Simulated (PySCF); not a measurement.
# Er(SH)3: forces at shaken geometries

Aim: move all atoms of relaxed Er(SH)3 at random and read energies and forces. The structure is generated, not taken from experiment.

Method: PBE0, Er lcecp-1-SVP with ECP57, S def2-SVP, H def2-SVP; scalar-relativistic core potentials, no spin–orbit coupling; program: PySCF 2.14.0.

2 further runs of the same task are left out: 1 for a known fault of the program, 1 that didn't finish.

**1. Starting geometry**

7 atoms, charge 0, spin multiplicity 1.

Bond lengths: Er1–S2 2.553 Å, Er1–S4 2.553 Å, Er1–S6 2.553 Å, S2–H3 1.355 Å, S4–H5 1.355 Å, S6–H7 1.355 Å. Angles: S2–Er1–S4 120.0°, S2–Er1–S6 120.0°, S4–Er1–S6 120.0°, Er1–S2–H3 94.1°, Er1–S4–H5 94.1°, Er1–S6–H7 94.1°.

Geometry (Å):

```csv
atom,x (Å),y (Å),z (Å)
Er1,0.00000,0.00000,0.85756
S2,2.51691,-0.42363,0.90057
H3,2.83520,0.89284,0.94332
S4,-0.89158,2.39153,0.90057
H5,-2.19082,2.00894,0.94332
S6,-1.62533,-1.96789,0.90057
H7,-0.64438,-2.90177,0.94332
```

Formal oxidation states: Er +3. Each metal's 11 4f electrons lie in its core potential, so multiplicities, spins and levels count the valence alone. An earlier session relaxed this geometry at PBE0, Er lcecp-1-SVP with ECP57, S def2-SVP, H def2-SVP (singlet, point group C3).

Its energy there is -1233.979840 Eh.

**2. Atoms moved at random, σ = 0.03 Å**

run.py (the lines that set the calculation)

```python
mol = gto.M(atom='''
Er     0.05110     0.00987     0.87793
S      2.50676    -0.41169     0.92316
H      2.87244     0.87230     1.02563
S     -0.91343     2.43320     0.88532
H     -2.21098     1.98505     0.91357
S     -1.60053    -1.96428     0.85917
H     -0.70536    -2.92445     0.90444''',
    basis={'Er': 'lcecp-1-SVP', 'S': 'def2-SVP', 'H': 'def2-SVP'},
    ecp={'Er': 'lcecp-1-SVP'},
    charge=0, spin=0)
mf = dft.RKS(mol, xc='PBE0')
mf.grids.atom_grid = (50, 194)  # f atoms: unpruned, at least (60, 302)
mf = mf.density_fit()  # fitting sets: Er AutoAux, S def2-universal-JKFIT, H def2-universal-JKFIT
mf.conv_tol = 1e-08; mf.max_cycle = 55
mf.kernel(dm0)  # dm0: the density of the relaxed state
```

On the command line:

```
OMP_NUM_THREADS=2 python run.py
```

Output:

```text
init E= -1233.98541970787
  HOMO = -0.273228639124663  LUMO = -0.0889270917900831  gap/eV = 5.01510
cycle= 1 E= -1233.97663511055  delta_E= 0.00878  |g|= 0.0392  |ddm|= 0.186
  HOMO = -0.264398564608612  LUMO = -0.0897346848977776  gap/eV = 4.75285
cycle= 2 E= -1233.97662375058  delta_E= 1.14e-05  |g|= 0.0433  |ddm|= 0.128
  HOMO = -0.271866708624681  LUMO = -0.0901045959388505  gap/eV = 4.94600
cycle= 3 E= -1233.97728879809  delta_E= -0.000665  |g|= 0.00315  |ddm|= 0.0644
  HOMO = -0.271874697353807  LUMO = -0.0900096187544577  gap/eV = 4.94880
cycle= 4 E= -1233.97729187108  delta_E= -3.07e-06  |g|= 0.00129  |ddm|= 0.00579
  HOMO = -0.272000456834851  LUMO = -0.0900089160547175  gap/eV = 4.95224
cycle= 5 E= -1233.97729249631  delta_E= -6.25e-07  |g|= 0.000244  |ddm|= 0.00214
  HOMO = -0.271991810853843  LUMO = -0.090008580738818  gap/eV = 4.95202
cycle= 6 E= -1233.97729252204  delta_E= -2.57e-08  |g|= 7.84e-05  |ddm|= 0.000497
  HOMO = -0.271987722695545  LUMO = -0.0900143222441017  gap/eV = 4.95175
cycle= 7 E= -1233.9772925242  delta_E= -2.16e-09  |g|= 3.31e-05  |ddm|= 0.000176
  HOMO = -0.271985341218246  LUMO = -0.0900070183102066  gap/eV = 4.95188
Extra cycle  E= -1233.97729252385  delta_E= 3.47e-10  |g|= 4.57e-05  |ddm|= 0.000123
converged SCF energy = -1233.97729252385
```

Wall time 4.2 s (2 threads of Arm Neoverse V1, shared host).

Read off: E = -1233.977293 Eh (+0.069 eV from the relaxed state), HOMO -7.40 eV, LUMO -2.45 eV, Mulliken charge on Er1 +0.82 e, largest force component 1.022 eV/Å. 

```csv
atom,Fx,Fy,Fz (eV/Å)
Er1,-1.022,0.417,-0.017
S2,0.542,-0.526,-0.010
H3,0.105,0.414,0.023
S4,-0.198,-0.597,0.015
H5,0.417,0.143,-0.012
S6,-0.655,1.003,-0.039
H7,0.811,-0.855,0.039
```

**3. Atoms moved at random, σ = 0.06 Å**

run.py (the lines that set the calculation)

```python
mol = gto.M(atom='''
Er    -0.08535     0.06138     0.86932
S      2.47557    -0.54821     0.87024
H      2.87951     0.90049     0.95086
S     -0.91667     2.46282     0.92900
H     -2.20835     2.06160     0.95667
S     -1.52667    -2.00964     0.91412
H     -0.61803    -2.92843     0.89900''',
    basis={'Er': 'lcecp-1-SVP', 'S': 'def2-SVP', 'H': 'def2-SVP'},
    ecp={'Er': 'lcecp-1-SVP'},
    charge=0, spin=0)
mf = dft.RKS(mol, xc='PBE0')
mf.grids.atom_grid = (50, 194)  # f atoms: unpruned, at least (60, 302)
mf = mf.density_fit()  # fitting sets: Er AutoAux, S def2-universal-JKFIT, H def2-universal-JKFIT
mf.conv_tol = 1e-08; mf.max_cycle = 55
mf.kernel(dm0)  # dm0: the density of the relaxed state
```

On the command line:

```
OMP_NUM_THREADS=2 python run.py
```

Output:

```text
init E= -1233.93336877568
  HOMO = -0.281763614297574  LUMO = -0.103411450322625  gap/eV = 4.85321
cycle= 1 E= -1233.96322692419  delta_E= -0.0299  |g|= 0.0907  |ddm|= 0.297
  HOMO = -0.254727419186839  LUMO = -0.089894934350248  gap/eV = 4.48532
cycle= 2 E= -1233.9639889806  delta_E= -0.000762  |g|= 0.0855  |ddm|= 0.254
  HOMO = -0.270007089663136  LUMO = -0.0906653308087755  gap/eV = 4.88014
cycle= 3 E= -1233.96657285367  delta_E= -0.00258  |g|= 0.00852  |ddm|= 0.122
  HOMO = -0.269775472659705  LUMO = -0.0911127729536005  gap/eV = 4.86166
cycle= 4 E= -1233.96659398765  delta_E= -2.11e-05  |g|= 0.00278  |ddm|= 0.0145
  HOMO = -0.270417048153488  LUMO = -0.091008435610707  gap/eV = 4.88196
cycle= 5 E= -1233.96659672762  delta_E= -2.74e-06  |g|= 0.000973  |ddm|= 0.00525
  HOMO = -0.270361132321349  LUMO = -0.0910990217246201  gap/eV = 4.87797
cycle= 6 E= -1233.96659703547  delta_E= -3.08e-07  |g|= 0.000323  |ddm|= 0.00181
  HOMO = -0.270350806672634  LUMO = -0.0910608241458526  gap/eV = 4.87873
cycle= 7 E= -1233.9665970735  delta_E= -3.8e-08  |g|= 9.81e-05  |ddm|= 0.000638
  HOMO = -0.270351583599722  LUMO = -0.0910718122272058  gap/eV = 4.87845
cycle= 8 E= -1233.96659707724  delta_E= -3.74e-09  |g|= 1.72e-05  |ddm|= 0.000174
  HOMO = -0.270347113763806  LUMO = -0.0910695365871668  gap/eV = 4.87839
Extra cycle  E= -1233.96659707722  delta_E= 2.07e-11  |g|= 2e-05  |ddm|= 5.32e-05
converged SCF energy = -1233.96659707722
```

Run time: 4.3 s. Hardware: 2 threads of Arm Neoverse V1, shared host.

Read off: E = -1233.966597 Eh (+0.360 eV from the relaxed state), HOMO -7.36 eV, LUMO -2.48 eV, Mulliken charge on Er1 +0.83 e, largest force component 2.834 eV/Å. 

```csv
atom,Fx,Fy,Fz (eV/Å)
Er1,1.222,-0.355,-0.006
S2,-0.003,2.834,0.145
H3,-0.713,-2.567,-0.148
S4,-0.070,0.117,0.003
H5,-0.098,0.041,0.005
S6,-1.743,1.164,0.023
H7,1.405,-1.234,-0.022
```

**4. Atoms moved at random, σ = 0.03 Å**

run.py (the lines that set the calculation)

```python
mol = gto.M(atom='''
Er    -0.04524    -0.02321     0.87233
S      2.55229    -0.42319     0.91920
H      2.82851     0.91882     0.92237
S     -0.88509     2.40496     0.89618
H     -2.21307     1.97648     0.97280
S     -1.61846    -1.95725     0.88728
H     -0.61893    -2.89661     0.91907''',
    basis={'Er': 'lcecp-1-SVP', 'S': 'def2-SVP', 'H': 'def2-SVP'},
    ecp={'Er': 'lcecp-1-SVP'},
    charge=0, spin=0)
mf = dft.RKS(mol, xc='PBE0')
mf.grids.atom_grid = (50, 194)  # f atoms: unpruned, at least (60, 302)
mf = mf.density_fit()  # fitting sets: Er AutoAux, S def2-universal-JKFIT, H def2-universal-JKFIT
mf.conv_tol = 1e-08; mf.max_cycle = 55
mf.kernel(dm0)  # dm0: the density of the relaxed state
```

On the command line:

```
OMP_NUM_THREADS=2 python run.py
```

Output:

```text
init E= -1233.94967087909
  HOMO = -0.284262690730609  LUMO = -0.0989946958743388  gap/eV = 5.04140
cycle= 1 E= -1233.97646331311  delta_E= -0.0268  |g|= 0.0336  |ddm|= 0.157
  HOMO = -0.264462790581133  LUMO = -0.0910613861436964  gap/eV = 4.71849
cycle= 2 E= -1233.97648743731  delta_E= -2.41e-05  |g|= 0.036  |ddm|= 0.109
  HOMO = -0.2702101631078  LUMO = -0.0901435983154926  gap/eV = 4.89986
cycle= 3 E= -1233.97692894561  delta_E= -0.000442  |g|= 0.00484  |ddm|= 0.0558
  HOMO = -0.270319025884977  LUMO = -0.0908781149382882  gap/eV = 4.88284
cycle= 4 E= -1233.9769359892  delta_E= -7.04e-06  |g|= 0.00192  |ddm|= 0.00955
  HOMO = -0.270437597330648  LUMO = -0.0906766913737052  gap/eV = 4.89154
cycle= 5 E= -1233.97693729735  delta_E= -1.31e-06  |g|= 0.000666  |ddm|= 0.00382
  HOMO = -0.270493413069176  LUMO = -0.0907330801523898  gap/eV = 4.89153
cycle= 6 E= -1233.97693746279  delta_E= -1.65e-07  |g|= 0.000126  |ddm|= 0.00118
  HOMO = -0.270481531639898  LUMO = -0.0907252537620735  gap/eV = 4.89142
cycle= 7 E= -1233.97693746949  delta_E= -6.7e-09  |g|= 3.24e-05  |ddm|= 0.000247
  HOMO = -0.270480400180989  LUMO = -0.0907297517434316  gap/eV = 4.89126
Extra cycle  E= -1233.97693746962  delta_E= -1.35e-10  |g|= 2.98e-05  |ddm|= 9.36e-05
converged SCF energy = -1233.97693746962
```

Run time: 4.1 s. Hardware: 2 threads of Arm Neoverse V1, shared host.

Read off: E = -1233.976937 Eh (+0.079 eV from the relaxed state), HOMO -7.36 eV, LUMO -2.47 eV, Mulliken charge on Er1 +0.82 e, largest force component 1.149 eV/Å. 

```csv
atom,Fx,Fy,Fz (eV/Å)
Er1,1.149,0.618,0.011
S2,-0.586,0.425,-0.017
H3,-0.089,-0.367,0.001
S4,-0.929,-0.527,0.057
H5,0.895,0.336,-0.060
S6,-0.153,-0.780,0.017
H7,-0.288,0.295,-0.010
```

**5. Results**

| σ (Å) | energy rise (eV) | harmonic estimate −½ F·u (eV) | largest force component (eV/Å) |
| --- | --- | --- | --- |
| 0.03 | 0.069 | 0.069 | 1.02 |
| 0.06 | 0.360 | 0.336 | 2.83 |
| 0.03 | 0.079 | 0.079 | 1.15 |

Every displacement raises the energy. For a harmonic well the rise equals −½ F·u; the two differ by at most 7 % here (a move with σ = 0.06 Å), from anharmonicity, the grid and the small forces left at the relaxed point. These are double-zeta-type bases without diffuse functions. Spin–orbit coupling is left out.
